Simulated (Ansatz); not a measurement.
This script makes an atomisation energy of H₃InO₂, SMILES [OH][InH][OH] with the Ansatz DFT code, driven from Python.

`tae_h3ino2.py`
```python
"""Energy to split H3InO2 into its atoms."""

from collections import Counter

import ansatz as az
from ase import Atoms

BASIS_SET = "def2-TZVP"
LEVEL = "CCSD(T)"


def energy(molecule, charge=0, unpaired=0):
    calc = molecule.calculation().basis(gaussian=BASIS_SET).correlation(LEVEL)
    if charge:
        calc = calc.charge(charge)
    if unpaired:
        calc = calc.spin("collinear", total=unpaired)
    report = calc.run().report
    if report["published_state_doubts"]:
        print("  doubts:", report["published_state_doubts"])
    return report["free_energy_ev"]

atoms = Atoms(["O", "In", "O", "H", "H", "H"], positions=[
    (-1.0552, -1.6232, 0.2161),
    (0.4953, -0.1372, -0.7097),
    (1.5251, 0.1986, 0.5147),
    (-1.4157, -0.6589, 0.2766),
    (-0.4205, 1.4193, -1.4097),
    (0.9131, 0.7374, 1.0658),
])
geometry = az.Crystal.molecule_from_ase(atoms)

# unpaired electrons of the ground-state atoms
unpaired = {"O": 2, "In": 1, "H": 1}
counts = Counter(site.symbol for site in geometry.cartesian_sites)
atom_energy = {s: energy(az.Crystal.molecule().atom(s, (0, 0, 0)), 0, unpaired[s]) for s in counts}
whole = energy(geometry, 0, 0)
for s, e in atom_energy.items():
    print(f"{s:2s} x{counts[s]}  {e:14.5f} eV")
print(f"H3InO2: {whole:.5f} eV")
split = sum(counts[s] * e for s, e in atom_energy.items()) - whole
print(f"atomisation energy (no zero-point term): {split:.3f} eV, {split / sum(counts.values()):.3f} eV an atom")
```

What does it cost to take this molecule apart into atoms?

12.891 eV from the electronic energies, without the zero-point term.

The output:

```console
$ python tae_h3ino2.py
O  x2     -2040.22115 eV
In x1     -5155.53137 eV
H  x3       -13.60052 eV
H3InO2: -9289.66671 eV
atomisation energy (no zero-point term): 12.891 eV, 2.149 eV an atom
```

Reading the output:
- These settings explore the input space; basis and method may be short of convergence.
- The geometry is a force-field or estimated start, not a minimum of this method, and the basis set is short of its limit. All parts are taken at fixed geometry, without zero-point energy.
- def2 sets replace the cores of elements past krypton by effective core potentials.
- The spin-orbit lowering of heavy atoms is left out.
- Hardware and time: 18 s on 1 thread of AMD EPYC 9R45 96-Core Processor (Zen 5), with other jobs on the host, peak memory 0.89 GiB.

(Lines on the test bed's own set-up are left out of the output.)
